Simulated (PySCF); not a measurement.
# Cl3HOTi: electronic structure in real space

For Cl3HOTi, the scripts below analyse its density (charges, bond critical points, surface potential), see where an electron leaves and enters and measure its response to a uniform field.

Method: levels as typed in each script, gas phase, geometry from GFN2-xTB; program: PySCF 2.14.0.

### Step 1. The system as given

SMILES `O[Ti](Cl)(Cl)Cl`, 6 atoms, charge 0, spin multiplicity 1.

Bond lengths: O1–Ti2 1.667 Å, O1–H6 0.959 Å, Ti2–Cl3 2.126 Å, Ti2–Cl4 2.127 Å, Ti2–Cl5 2.126 Å. Angles: Ti2–O1–H6 179.9°, O1–Ti2–Cl3 114.8°, O1–Ti2–Cl4 114.8°, O1–Ti2–Cl5 114.7°, Cl3–Ti2–Cl4 103.7°, Cl3–Ti2–Cl5 103.7°, Cl4–Ti2–Cl5 103.7°.

Geometry (Å):

```xyz
6
charge 0, multiplicity 1
O    -0.0045   -0.0013   -2.0260
Ti   -0.0004    0.0000   -0.3592
Cl    0.7305    1.7882    0.5297
Cl    1.1849   -1.5254    0.5302
Cl   -1.9123   -0.2621    0.5339
H    -0.0076   -0.0014   -2.9853
```

### Step 2. Density, bond paths and surface potential (PBE/def2-tzvp)

File input.py:

```python
import numpy as np
from pyscf import gto, scf, dft
from pyscf.scf import atom_ks, atom_hf
from scipy.linalg import block_diag

def solve(mol, dm0=None, hcore=None):
    mf = (dft.UKS if mol.spin else dft.RKS)(mol, xc='pbe')
    mf.grids.level = 3
    mf = mf.density_fit(auxbasis='def2-universal-jkfit')
    mf.conv_tol, mf.max_cycle = 1e-8, 80
    if hcore is not None:
        mf.get_hcore = lambda *args: hcore
    mf.kernel(dm0)
    if not mf.converged:
        mf = mf.newton().run(mf.mo_coeff, mf.mo_occ, max_cycle=30)
    assert mf.converged, 'SCF not converged'
    return mf

mol = gto.M(atom='''
O     -0.00451    -0.00134    -2.02598
Ti    -0.00039     0.00004    -0.35924
Cl     0.73045     1.78820     0.52974
Cl     1.18492    -1.52541     0.53023
Cl    -1.91230    -0.26214     0.53394
H     -0.00765    -0.00139    -2.98531
''', basis='def2-tzvp', charge=0, spin=0, verbose=4)
mf = solve(mol)
mf.analyze()
# spherically averaged free atoms, for the promolecule
atm = atom_ks.get_atm_nrks(mol, xc='pbe')
pro = block_diag(*[(atm[a[0]][2] * atm[a[0]][3]) @ atm[a[0]][2].T for a in mol._atom])
np.savez('result.npz', e=mf.e_tot, c=mf.mo_coeff, occ=mf.mo_occ, eps=mf.mo_energy, pro=pro, dip=mf.dip_moment(verbose=0), s2=mf.spin_square()[0])
```

Run with:

```
$ OMP_NUM_THREADS=1 python input.py
```

### Step 4. Removing and adding an electron (PBE/def2-tzvp)

File input.py:

```python
import numpy as np
from pyscf import gto, scf, dft
from pyscf.scf import atom_ks, atom_hf
from scipy.linalg import block_diag

def solve(mol, dm0=None, hcore=None):
    mf = (dft.UKS if mol.spin else dft.RKS)(mol, xc='pbe')
    mf.grids.level = 3
    mf = mf.density_fit(auxbasis='def2-universal-jkfit')
    mf.conv_tol, mf.max_cycle = 1e-8, 80
    if hcore is not None:
        mf.get_hcore = lambda *args: hcore
    mf.kernel(dm0)
    if not mf.converged:
        mf = mf.newton().run(mf.mo_coeff, mf.mo_occ, max_cycle=30)
    assert mf.converged, 'SCF not converged'
    return mf

mol = gto.M(atom='''
O     -0.00451    -0.00134    -2.02598
Ti    -0.00039     0.00004    -0.35924
Cl     0.73045     1.78820     0.52974
Cl     1.18492    -1.52541     0.53023
Cl    -1.91230    -0.26214     0.53394
H     -0.00765    -0.00139    -2.98531
''', basis='def2-tzvp', charge=0, spin=0, verbose=4)
mf = solve(mol)
out = dict(e0=mf.e_tot, dm0=mf.make_rdm1(), c=mf.mo_coeff, occ=mf.mo_occ, eps=mf.mo_energy)
for name, dq, spin in [('cation', 1, 1)]:
    ion = mol.copy().set(charge=mol.charge + dq, spin=spin).build()
    mi = solve(ion)
    if spin and dq > 0 and mol.nao < 130:
        c, _, stable, _ = mi.stability(return_status=True)
        if not stable:
            mi = solve(ion, mi.make_rdm1(c, mi.mo_occ))
    print(name, 'vertical energy change / eV', (mi.e_tot - mf.e_tot) * 27.211386)
    out.update({'e_' + name: mi.e_tot, 'dm_' + name: mi.make_rdm1(), 's2_' + name: mi.spin_square()[0], 'eps_' + name: mi.mo_energy, 'occ_' + name: mi.mo_occ})
# spherically averaged free atoms, for the promolecule
atm = atom_ks.get_atm_nrks(mol, xc='pbe')
pro = block_diag(*[(atm[a[0]][2] * atm[a[0]][3]) @ atm[a[0]][2].T for a in mol._atom])
np.savez('result.npz', pro=pro, **out)
```

### Step 6. Response to an electric field (PBE/def2-tzvp)

File input.py:

```python
import numpy as np
from pyscf import gto, scf, dft
from pyscf.scf import atom_ks, atom_hf
from scipy.linalg import block_diag

def solve(mol, dm0=None, hcore=None):
    mf = (dft.UKS if mol.spin else dft.RKS)(mol, xc='pbe')
    mf.grids.level = 3
    mf = mf.density_fit(auxbasis='def2-universal-jkfit')
    mf.conv_tol, mf.max_cycle = 1e-8, 80
    if hcore is not None:
        mf.get_hcore = lambda *args: hcore
    mf.kernel(dm0)
    if not mf.converged:
        mf = mf.newton().run(mf.mo_coeff, mf.mo_occ, max_cycle=30)
    assert mf.converged, 'SCF not converged'
    return mf

mol = gto.M(atom='''
O     -0.00451    -0.00134    -2.02598
Ti    -0.00039     0.00004    -0.35924
Cl     0.73045     1.78820     0.52974
Cl     1.18492    -1.52541     0.53023
Cl    -1.91230    -0.26214     0.53394
H     -0.00765    -0.00139    -2.98531
''', basis='def2-tzvp', charge=0, spin=0, verbose=4)
field = np.array([0.004, 0.0, 0.0])  # atomic units
mol.set_common_orig(mol.atom_charges() @ mol.atom_coords() / mol.atom_charges().sum())
mf = solve(mol)
out = dict(dm0=mf.make_rdm1(), d0=mf.dip_moment(unit='AU'), e0=mf.e_tot)
for name, sign in (('p', 1), ('m', -1)):
    h = mf.get_hcore() + sign * np.einsum('x,xij->ij', field, mol.intor('int1e_r'))
    mi = solve(mol, mf.make_rdm1(), h)
    out.update({'dm' + name: mi.make_rdm1(), 'd' + name: mi.dip_moment(unit='AU'), 'e' + name: mi.e_tot})
# spherically averaged free atoms, for the promolecule
atm = atom_ks.get_atm_nrks(mol, xc='pbe')
pro = block_diag(*[(atm[a[0]][2] * atm[a[0]][3]) @ atm[a[0]][2].T for a in mol._atom])
np.savez('result.npz', pro=pro, **out)
```

(Steps that only read results are left out.)

Q: Predict the outcome of this session. Wanted: dipole moment; HOMO, LUMO; vertical ionisation energy; polarisability along the field.

The runs gave:

| quantity | value |
| --- | --- |
| dipole moment (PBE/def2-tzvp) | 3.36 D |
| HOMO, LUMO (PBE/def2-tzvp) | -7.64, -3.61 eV |
| vertical ionisation energy (PBE/def2-tzvp) | 10.49 eV |
| polarisability along the field (PBE/def2-tzvp) | 78.8 bohr³ |

In words: At PBE/def2-tzvp: The highest Hirshfeld charge is on Ti2 (+0.42 e), the lowest on O1 (−0.27 e). The ionisation energy from two SCF runs, 10.49 eV, lies 2.8 eV above −ε(HOMO) = 7.64 eV of the same level, PBE/def2-tzvp, since self-interaction lifts this functional's HOMO. All values hold at the given geometry, in the gas phase.
